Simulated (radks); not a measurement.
# Ionisation energy and size from K to Co

An exercise on one series of results from a longer session: the logs are not shown, and one member is left open.

Program: radks (a radial shooting solver on a logarithmic mesh, Libxc functionals) version 1. Level of theory: Dirac Kohn-Sham, PBE, spin-unpolarised, spherical densities, point nucleus; open shells are shared between the two j in proportion to 2j + 1. These are calculated values, not measurements, unless marked.

## The system

* species: K, Ca, Sc, Ti, V, Cr, Mn, Fe, Co
* runs: 18, each species and its next ion

The first run:

The run's settings:

```text
Z 19
configuration [Ar] 4s1
relativity Dirac
functional pbe,pbe
spin unpolarised
j_filling average
nucleus point
c 137.035999084
```

Steps of the session up to this table: K, [Ar] 4s1; K⁺, [Ar]; Ca, [Ar] 4s2; Ca⁺, [Ar] 4s1; Sc, [Ar] 3d1 4s2; Sc⁺, [Ar] 3d1 4s1; Ti, [Ar] 3d2 4s2; Ti⁺, [Ar] 3d2 4s1; V, [Ar] 3d3 4s2; V⁺, [Ar] 3d4; Cr, [Ar] 3d5 4s1; Cr⁺, [Ar] 3d5; Mn, [Ar] 3d5 4s2; Mn⁺, [Ar] 3d5 4s1; Fe, [Ar] 3d6 4s2; Fe⁺, [Ar] 3d6 4s1; Co, [Ar] 3d7 4s2; Co⁺, [Ar] 3d8.

One table of the session follows, with a row left open; its other results are not shown here.

| species | Δ-SCF (eV) | −ε(HOMO) (eV) | its <r> (bohr) |
| --- | --- | --- | --- |
| K | 4.314 | 2.319 | 5.01 |
| Ca | 6.309 | 3.766 | 4.02 |
| Sc | 6.897 | 3.222 | 3.72 |
| Ti | 7.347 | 4.241 | 3.51 |
| V | 7.197 | 4.702 | 3.35 |
| Cr | 6.901 | 2.883 | 3.44 |
| Mn | ? | ? | ? |
| Fe | 8.729 | 5.292 | 2.99 |
| Co | 6.471 | 5.470 | 2.89 |

Estimate the missing values for Mn.

**Answer.** Δ-SCF (eV): 8.416; −ε(HOMO) (eV): 5.107; its <r> (bohr): 3.09. In the column «Δ-SCF (eV)» it lies between Ti (7.347) and Fe (8.729).

For Sc, Ti, Cr the highest level isn't the widest one, so −ε(HOMO) and <r> belong to different orbitals, and Δ-SCF follows the ion's typed configuration. Spin polarisation and multiplet splitting are left out, so open shells lie too high by an amount that depends on their filling.
